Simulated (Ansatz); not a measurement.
# Al6Co5Ni: the cost of one run

Program: Ansatz 0.2.0. Level of theory: DFT PBE, scalar-relativistic, plane waves, PAW. These are calculated values, not measurements.

## (1) Starting point

It takes space group P4/mmm (No. 123, tetragonal). The conventional cell has a = 2.856 Å, b = 2.856 Å, c = 17.218 Å, α = 90.00°, β = 90.00°, γ = 90.00°. Around Al (site symmetry 4mm) lie 4 Co at 2.47 Å and 4 Ni at 2.50 Å. Al (site symmetry 4mm) has 8 Co at 2.47 to 2.48 Å in its first shell of neighbours. Around Al (site symmetry 4mm) lie 8 Co at 2.47 Å. Co (site symmetry 4mm) has 8 Al at 2.47 Å in its first shell of neighbours. Co (site symmetry 4mm) has 8 Al at 2.47 to 2.48 Å in its first shell of neighbours. Around Co (site symmetry 4/mmm) lie 8 Al at 2.47 Å. Ni (site symmetry 4/mmm) has 8 Al at 2.50 Å and 4 Ni at 2.86 Å in its first shell of neighbours.

Coordinates:

```cif
data_structure
_symmetry_space_group_name_H-M 'P4/mmm'
_symmetry_Int_Tables_number 123
_cell_length_a 2.8557
_cell_length_b 2.8557
_cell_length_c 17.2179
_cell_angle_alpha 90.000
_cell_angle_beta 90.000
_cell_angle_gamma 90.000
_cell_volume 140.41
loop_
_atom_site_label
_atom_site_type_symbol
_atom_site_symmetry_multiplicity
_atom_site_Wyckoff_symbol
_atom_site_fract_x
_atom_site_fract_y
_atom_site_fract_z
_atom_site_occupancy
Al1 Al 2 g 0.00000 0.00000 0.91460 1
Al2 Al 2 g 0.00000 0.00000 0.25080 1
Al3 Al 2 g 0.00000 0.00000 0.41707 1
Co1 Co 2 h 0.50000 0.50000 0.16776 1
Co2 Co 2 h 0.50000 0.50000 0.33438 1
Co3 Co 1 d 0.50000 0.50000 0.50000 1
Ni1 Ni 1 c 0.50000 0.50000 0.00000 1
```

The cell was relaxed beforehand at this level, from a generated guess; it needn't be the stable form of this composition. At a tolerance of 0.05 Å it has space group P4/mmm (No. 123); it has 11.70 Å³/atom, an uncorrected energy of -0.60 eV/atom over the elements.

## (2) Static run: bands, density of states and charges

Contents of input.yaml:

```yaml
crystal:
  lattice:
    - [2.8556558776, 0.0, 0.0]
    - [0.0, 2.8556558776, 0.0]
    - [0.0, 0.0, 17.2179385831]
  atoms:
    - { symbol: Al, position: [0.0, 0.0, 0.9145989887] }
    - { symbol: Al, position: [0.0, 0.0, 0.0854010113] }
    - { symbol: Al, position: [0.0, 0.0, 0.2507996631] }
    - { symbol: Al, position: [0.0, 0.0, 0.4170674116] }
    - { symbol: Al, position: [0.0, 0.0, 0.5829325884] }
    - { symbol: Al, position: [0.0, 0.0, 0.7492003369] }
    - { symbol: Co, position: [0.5, 0.5, 0.1677622387], spin: 0.4 }
    - { symbol: Co, position: [0.5, 0.5, 0.33438099] }
    - { symbol: Co, position: [0.5, 0.5, 0.5] }
    - { symbol: Co, position: [0.5, 0.5, 0.66561901] }
    - { symbol: Co, position: [0.5, 0.5, 0.8322377613], spin: 0.4 }
    - { symbol: Ni, position: [0.5, 0.5, 0.0], spin: 0.13 }
basis:
  ecutwfc: 420
kpoints:
  mp_grid: { grid: [14, 14, 4] }
  band_path:
    path:
      - [[0.0, 0.0, 0.0], [0.0, 0.5, 0.0], [0.5, 0.5, 0.0], [0.0, 0.0, 0.0], [0.0, 0.0, 0.5], [0.0, 0.5, 0.5], [0.5, 0.5, 0.5], [0.0, 0.0, 0.5]]
      - [[0.0, 0.5, 0.0], [0.0, 0.5, 0.5]]
      - [[0.5, 0.5, 0.0], [0.5, 0.5, 0.5]]
    npoints: 10
hamiltonian:
  xc: pbe
scf:
  occupations: { method: gaussian, width: 0.1 }
  n_extra_bands: 30
output:
  forces: true
  stress: true
  eigenvalues: true
  populations: true
  dos: { projected: true, de: 0.02, nscf_kmesh: { grid: [17, 17, 5] } }
  bader: false
  write_density: true
  write_potential: true
  elf: true
  volumetric_format: npy
magnetization:
  spin_polarized: true
checkpoint:
  read: start.run
  write: ck
  compress: false
  write_wavefunctions: false
  write_every: 100000
```

Run with:

```bash
ansatz run input.yaml --threads 4 --pin off --max-ram 8192MiB --backend cpu --events-out ev --progress --plain --runs-dir out
```

What time and memory should one allow on 4 threads of Intel Xeon at 2.70GHz, shared host?

About 2.3 min, with a peak of 2 GiB.
